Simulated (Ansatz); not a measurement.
**F3PSi: levels of theory**

The task, for F3PSi: compare levels of theory; the runs are relaxing the atoms and batch in weak fields.

Method: DFT unrestricted r2SCAN, Gaussian basis aug-cc-pV(T+d)Z, and further levels as typed in the inputs, in Ansatz 0.2.0.

2 further runs of the same task are left out: 2 that didn't finish.

**1. The structure to begin with**

Bond lengths: Si1–P2 2.250 Å, Si1–F3 1.561 Å, Si1–F4 1.585 Å, Si1–F5 1.585 Å. Angles: P2–Si1–F3 111.2°, P2–Si1–F4 110.9°, P2–Si1–F5 110.8°, F3–Si1–F4 108.7°, F3–Si1–F5 107.9°, F4–Si1–F5 107.2°.

Structure file:

```xyz
5

Si    0.0169   -0.0047    0.0003
P     0.0041   -0.0079    2.2500
F     1.4750   -0.0175   -0.5560
F    -0.7315    1.2712   -0.5679
F    -0.7325   -1.2800   -0.5686
```

**2. Relaxing the atoms: F3PSi**

File input.yaml:

```yaml
relax:
  f_tol: 0.001
  max_steps: 200
crystal:
  periodic: [false, false, false]
  atoms:
    - { symbol: Si, position_ang: [0.016905, -0.004659, 0.000328] }
    - { symbol: P, position_ang: [0.004075, -0.007889, 2.250021] }
    - { symbol: F, position_ang: [1.475048, -0.017547, -0.556045] }
    - { symbol: F, position_ang: [-0.731524, 1.271183, -0.567937] }
    - { symbol: F, position_ang: [-0.732476, -1.28005, -0.568649] }
magnetization:
  spin_polarized: true
  initial_magnetization: 2
basis:
  gaussian: { orbitals: "aug-cc-pV(T+d)Z.json" }
hamiltonian:
  xc: r2scan
```

Run with:

```console
ansatz run input.yaml --threads 4 --pin off --max-ram 8192MiB --backend cpu --events-out ev --progress --plain --runs-dir out
```

Log (excerpt; [...] marks lines left out):

```text
Warning: RAYON_NUM_THREADS=4 ignored (pool sized by the plan → 4); use --threads N
[...]
Functional definition: r2SCAN
[...]
1364 factors; their error is unknown
[...]
mean field -25320.67114835 eV, -930.5175017344 hartree, gradient 7.1e-5 eV, S^2 2.011907; 0 other end points of the search recorded, 0 dependent functions left out
[...]
reference -25320.67117492 eV, -930.5175027109 hartree; 29, 27 occupied and 219, 221 virtual orbitals, 1364 factors
relax step   1: F+E_penalty+E_count = -25320.67114835 eV  Δ(F+E_penalty+E_count) = +0.000e0 eV  max|allowed force component| = 8.387e-1 eV/Å  Δτ_max = 0.0000 Å  (35 SCF iters, accepted)
[...]
relax step   4: F+E_penalty+E_count = -25320.68393281 eV  Δ(F+E_penalty+E_count) = -3.586e-3 eV  max|allowed force component| = 2.195e-2 eV/Å  Δτ_max = 0.0189 Å  (38 SCF iters, accepted)
[...]
relax step   5: F+E_penalty+E_count = -25320.68397218 eV  Δ(F+E_penalty+E_count) = -3.937e-5 eV  max|allowed force component| = 7.635e-4 eV/Å  Δτ_max = 0.0020 Å  (32 SCF iters, accepted)
1364 factors; their error is unknown
[...]
mean field -25320.68397218 eV, -930.5179730016 hartree, gradient 1.8e-5 eV, S^2 2.011880; 1 other end points of the search recorded, 0 dependent functions left out
[...]
reference -25320.68399863 eV, -930.5179739736 hartree; 29, 27 occupied and 219, 221 virtual orbitals, 1364 factors
Total energy: -25320.68399863 eV, -930.5179739736 hartree
Atom 0 at     0.006500    -0.007869     0.015515 Å, force    -0.000155    -0.000224     0.000669 eV/Å
Atom 1 at     0.002348    -0.007499     2.241883 Å, force    -0.000523    -0.000360    -0.000503 eV/Å
Atom 2 at     1.476113    -0.012511    -0.563293 Å, force    -0.000127    -0.000041    -0.000763 eV/Å
Atom 3 at    -0.722462     1.266007    -0.568126 Å, force     0.000199     0.000322    -0.000152 eV/Å
Atom 4 at    -0.730472    -1.277090    -0.568261 Å, force     0.000607     0.000304     0.000749 eV/Å
Dipole moment:    -0.000646    -0.000013     0.295180 e Å
```

Run time: 93 s. Hardware: 4 threads of Arm Neoverse N1, shared host; peak memory 0.51 GiB.

The steps of the relaxation:

| step | energy from step 1 (eV) | largest force component (eV/Å) |
| --- | --- | --- |
| 1 | 0.0000 | 0.8387 |
| 2 | -0.0088 | 0.5380 |
| 3 | -0.0092 | 0.1637 |
| 4 | -0.0128 | 0.0220 |
| 5 | -0.0128 | 0.0008 |

Step 1 is the start.

Before: Bond lengths: Si1–P2 2.250 Å, Si1–F3 1.561 Å, Si1–F4 1.585 Å, Si1–F5 1.585 Å. Angles: P2–Si1–F3 111.2°, P2–Si1–F4 110.9°, P2–Si1–F5 110.8°, F3–Si1–F4 108.7°, F3–Si1–F5 107.9°, F4–Si1–F5 107.2°.

After: Bond lengths: Si1–P2 2.226 Å, Si1–F3 1.579 Å, Si1–F4 1.579 Å, Si1–F5 1.580 Å. Angles: P2–Si1–F3 111.6°, P2–Si1–F4 111.6°, P2–Si1–F5 111.6°, F3–Si1–F4 107.2°, F3–Si1–F5 107.2°, F4–Si1–F5 107.2°.

**3. Relaxing the atoms: unrestricted B3LYP, Gaussian basis aug-cc-pV(T+d)Z**

input.yaml: that of step 2 with these lines changed.

```diff
@@ -17,2 +17,4 @@
 hamiltonian:
-  xc: r2scan
+  xc: { name: B3LYP }
+output:
+  orbitals: {}
```

Run with:

```console
ansatz run input.yaml --threads 4 --pin off --max-ram 8192MiB --backend cpu --events-out ev --progress --plain --runs-dir out
```

Log (excerpt; [...] marks lines left out):

```text
Warning: RAYON_NUM_THREADS=4 ignored (pool sized by the plan → 4); use --threads N
[...]
Functional definition: B3LYP
[...]
1385 factors; their error is unknown
[...]
mean field -25326.13187097 eV, -930.7181795892 hartree, gradient 6.2e-5 eV, S^2 2.005765; 0 other end points of the search recorded, 0 dependent functions left out
[...]
reference -25326.13215783 eV, -930.7181901312 hartree; 29, 27 occupied and 219, 221 virtual orbitals, 1385 factors
relax step   1: F+E_penalty+E_count = -25326.13187097 eV  Δ(F+E_penalty+E_count) = +0.000e0 eV  max|allowed force component| = 8.344e-1 eV/Å  Δτ_max = 0.0000 Å  (35 SCF iters, accepted)
[...]
relax step   4: F+E_penalty+E_count = -25326.14515222 eV  Δ(F+E_penalty+E_count) = -5.078e-5 eV  max|allowed force component| = 1.420e-2 eV/Å  Δτ_max = 0.0033 Å  (33 SCF iters, accepted)
[...]
relax step   5: F+E_penalty+E_count = -25326.14516685 eV  Δ(F+E_penalty+E_count) = -1.463e-5 eV  max|allowed force component| = 1.931e-4 eV/Å  Δτ_max = 0.0012 Å  (29 SCF iters, accepted)
1385 factors; their error is unknown
mean field -25326.14516685 eV, -930.7186682038 hartree, gradient 5.8e-5 eV, S^2 2.005753; 1 other end points of the search recorded, 0 dependent functions left out
[...]
reference -25326.14545411 eV, -930.7186787606 hartree; 29, 27 occupied and 219, 221 virtual orbitals, 1385 factors
Total energy: -25326.14545411 eV, -930.7186787606 hartree
Atom 0 at     0.006584    -0.007803     0.015181 Å, force     0.000017    -0.000097    -0.000082 eV/Å
Atom 1 at     0.002111    -0.007621     2.253506 Å, force    -0.000067    -0.000038    -0.000045 eV/Å
Atom 2 at     1.479928    -0.012502    -0.567331 Å, force     0.000193     0.000079    -0.000040 eV/Å
Atom 3 at    -0.724286     1.269410    -0.571877 Å, force    -0.000042     0.000068     0.000018 eV/Å
Atom 4 at    -0.732310    -1.280446    -0.571761 Å, force    -0.000101    -0.000011     0.000148 eV/Å
Dipole moment:    -0.000708     0.000030     0.344497 e Å
```

It took 87 s on 4 threads of Arm Neoverse N1, shared host; peak memory 0.94 GiB.

Relaxation path:

| step | energy from step 1 (eV) | largest force component (eV/Å) |
| --- | --- | --- |
| 1 | 0.0000 | 0.8344 |
| 2 | -0.0083 | 0.5351 |
| 3 | -0.0132 | 0.0261 |
| 4 | -0.0133 | 0.0142 |
| 5 | -0.0133 | 0.0002 |

Step 1 is the start.

Before: Bond lengths: Si1–P2 2.250 Å, Si1–F3 1.561 Å, Si1–F4 1.585 Å, Si1–F5 1.585 Å. Angles: P2–Si1–F3 111.2°, P2–Si1–F4 110.9°, P2–Si1–F5 110.8°, F3–Si1–F4 108.7°, F3–Si1–F5 107.9°, F4–Si1–F5 107.2°.

After: Bond lengths: Si1–P2 2.238 Å, Si1–F3 1.584 Å, Si1–F4 1.584 Å, Si1–F5 1.584 Å. Angles: P2–Si1–F3 111.7°, P2–Si1–F4 111.7°, P2–Si1–F5 111.7°, F3–Si1–F4 107.2°, F3–Si1–F5 107.2°, F4–Si1–F5 107.2°.

**4. Batch in weak fields**

It takes final geometries of earlier steps.

File input.yaml:

```yaml
magnetization:
  spin_polarized: true
  initial_magnetization: 2
hamiltonian:
  xc: { name: B3LYP }
  pseudopotentials: { azcp: { folder: soft_1 } }
batch:
  members: [f0p.yaml, f0m.yaml, f1p.yaml, f1m.yaml, f2p.yaml, f2m.yaml]
output:
  forces: true
# f0m.yaml, one of 6 members:
crystal:
  periodic: [false, false, false]
  atoms:
    - { symbol: Si, position_ang: [0.00658436, -0.00780274, 0.01518127] }
    - { symbol: P, position_ang: [0.00211051, -0.00762117, 2.25350564] }
    - { symbol: F, position_ang: [1.47992829, -0.01250204, -0.56733086] }
    - { symbol: F, position_ang: [-0.72428565, 1.2694098, -0.57187674] }
    - { symbol: F, position_ang: [-0.73230952, -1.28044585, -0.57176131] }
basis:
  gaussian:
    orbitals: "aug-cc-pV(T+d)Z.json"
    point_charges:
      - { charge: 2.500062, position_ang: [60.006406, -0.007792, 0.111544] }
      - { charge: -2.500062, position_ang: [-59.993594, -0.007792, 0.111544] }
```

Log:

```text
Error: member 0 of the batch: invalid value for `basis.gaussian`: such a run doesn't read hamiltonian.pseudopotentials.azcp; remove what it names
```

Wall time 0.04 s (4 threads of Arm Neoverse N1, shared host); peak memory 0.031 GiB.

The input was turned down before any cycle.

**5. Relaxing the atoms: unrestricted PBE0, Gaussian basis aug-cc-pV(T+d)Z**

File input.yaml:

```yaml
relax:
  f_tol: 0.001
  max_steps: 200
crystal:
  periodic: [false, false, false]
  atoms:
    - { symbol: Si, position_ang: [0.016905, -0.004659, 0.000328] }
    - { symbol: P, position_ang: [0.004075, -0.007889, 2.250021] }
    - { symbol: F, position_ang: [1.475048, -0.017547, -0.556045] }
    - { symbol: F, position_ang: [-0.731524, 1.271183, -0.567937] }
    - { symbol: F, position_ang: [-0.732476, -1.28005, -0.568649] }
magnetization:
  spin_polarized: true
  initial_magnetization: 2
basis:
  gaussian: { orbitals: "aug-cc-pV(T+d)Z.json" }
hamiltonian:
  xc: pbe0
```

Run with:

```console
ansatz run input.yaml --threads 4 --pin off --max-ram 8192MiB --backend cpu --events-out ev --progress --plain --runs-dir out
```

Log (excerpt; [...] marks lines left out):

```text
Warning: RAYON_NUM_THREADS=4 ignored (pool sized by the plan → 4); use --threads N
[...]
Functional definition: PBE0
[...]
1403 factors; their error is unknown
[...]
mean field -25310.64686152 eV, -930.1491159881 hartree, gradient 1.7e-5 eV, S^2 2.008335; 0 other end points of the search recorded, 0 dependent functions left out
[...]
reference -25310.64690909 eV, -930.1491177362 hartree; 29, 27 occupied and 219, 221 virtual orbitals, 1403 factors
relax step   1: F+E_penalty+E_count = -25310.64686152 eV  Δ(F+E_penalty+E_count) = +0.000e0 eV  max|allowed force component| = 8.354e-1 eV/Å  Δτ_max = 0.0000 Å  (33 SCF iters, accepted)
[...]
relax step   5: F+E_penalty+E_count = -25310.65910061 eV  Δ(F+E_penalty+E_count) = -3.206e-5 eV  max|allowed force component| = 1.061e-3 eV/Å  Δτ_max = 0.0017 Å  (30 SCF iters, accepted)
[...]
relax step   6: F+E_penalty+E_count = -25310.65910092 eV  Δ(F+E_penalty+E_count) = -3.024e-7 eV  max|allowed force component| = 6.528e-5 eV/Å  Δτ_max = 0.0003 Å  (25 SCF iters, accepted)
1403 factors; their error is unknown
[...]
mean field -25310.65910092 eV, -930.1495657778 hartree, gradient 1.9e-5 eV, S^2 2.008309; 1 other end points of the search recorded, 0 dependent functions left out
[...]
reference -25310.65914832 eV, -930.1495675200 hartree; 29, 27 occupied and 219, 221 virtual orbitals, 1403 factors
Total energy: -25310.65914832 eV, -930.1495675200 hartree
Atom 0 at     0.006597    -0.007801     0.014595 Å, force    -0.000065    -0.000019     0.000008 eV/Å
Atom 1 at     0.002111    -0.007641     2.242100 Å, force    -0.000025    -0.000007    -0.000009 eV/Å
Atom 2 at     1.474328    -0.012471    -0.563350 Å, force     0.000035     0.000005    -0.000048 eV/Å
Atom 3 at    -0.721495     1.264547    -0.567889 Å, force     0.000024    -0.000002     0.000013 eV/Å
Atom 4 at    -0.729513    -1.275597    -0.567738 Å, force     0.000031     0.000023     0.000036 eV/Å
Dipole moment:    -0.000652     0.000022     0.320845 e Å
```

Wall time 84 s (4 threads of Arm Neoverse N1, shared host); peak memory 0.94 GiB.

The steps of the relaxation:

| step | E - E(step 1) (eV) | largest force component (eV/Å) |
| --- | --- | --- |
| 1 | 0.0000 | 0.8354 |
| 2 | -0.0085 | 0.5376 |
| 3 | -0.0097 | 0.1435 |
| 4 | -0.0122 | 0.0200 |
| 5 | -0.0122 | 0.0011 |
| 6 | -0.0122 | 0.0001 |

Step 1 is the start.

Before: Bond lengths: Si1–P2 2.250 Å, Si1–F3 1.561 Å, Si1–F4 1.585 Å, Si1–F5 1.585 Å. Angles: P2–Si1–F3 111.2°, P2–Si1–F4 110.9°, P2–Si1–F5 110.8°, F3–Si1–F4 108.7°, F3–Si1–F5 107.9°, F4–Si1–F5 107.2°.

After: Bond lengths: Si1–P2 2.228 Å, Si1–F3 1.577 Å, Si1–F4 1.577 Å, Si1–F5 1.577 Å. Angles: P2–Si1–F3 111.6°, P2–Si1–F4 111.6°, P2–Si1–F5 111.6°, F3–Si1–F4 107.3°, F3–Si1–F5 107.3°, F4–Si1–F5 107.3°.

**6. Results**

| step | level | energy (eV) | charge | 2S+1 typed | ⟨S²⟩ | dipole (D) | time |
| --- | --- | --- | --- | --- | --- | --- | --- |
| 2 | unrestricted r2SCAN, Gaussian basis aug-cc-pV(T+d)Z | -25320.684 | 0 | 3 | 2.01 | 1.42 | 93 s |
| 3 | unrestricted B3LYP, Gaussian basis aug-cc-pV(T+d)Z | -25326.145 | 0 | 3 | 2.01 | 1.65 | 87 s |
| 5 | unrestricted PBE0, Gaussian basis aug-cc-pV(T+d)Z | -25310.659 | 0 | 3 | 2.01 | 1.54 | 84 s |

Totals of different systems or levels have different zeros; only balanced differences at one level mean anything.

**Reading.** The rows set the runs side by side; convergence of the settings was not tested in this session.
